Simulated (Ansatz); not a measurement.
The system is RuS.

```xyz
2
Lattice="0.0000 2.7643 2.7643 2.7643 0.0000 2.7643 2.7643 2.7643 0.0000" Properties=species:S:1:pos:R:3 pbc="T T T"
Ru    0.0000    0.0000    0.0000
S     1.3821    1.3821    1.3821
```

The cell comes from a database or a generator and needn't be the stable form of this composition.

Base run:

- Program: Ansatz 0.2.0
- Functional: PBEsol
- Potentials or basis: Ansatz PAW
- Cutoff: 420 eV
- Density cutoff: 1680 eV
- k mesh: 6 × 6 × 6
- Occupations: gaussian, width 0.05 eV
- Spin: collinear spin, random start
- Starting moments: [0.57, 0.0] μB
- Hubbard terms: Ru d U = 2 eV

Its results: band gap on the k mesh none (metal or under the smearing width); pressure -20.5 GPa; net moment 0.60 μB per cell; site moments Ru +0.52; S -0.03 μB.

Task: The run is repeated on the same cell with these changes: hubbard terms from Ru d U = 2 eV to Ru d U = 7 eV; moments at the start from [0.57, 0.0] to [0.84, 0.0]. What comes out?

Result: Band gap on the k mesh none (metal or under the smearing width); pressure 2.9 GPa; net moment 2.00 μB per cell; site moments Ru +1.80; S -0.29 μB.

Caveats: the magnetic or orbital state may not be the lowest; the PAW data sets come from PBE, with cores solved anew for the run's functional, which leaves a small shift of forces and pressure.

Not every run made on this cell is shown here.
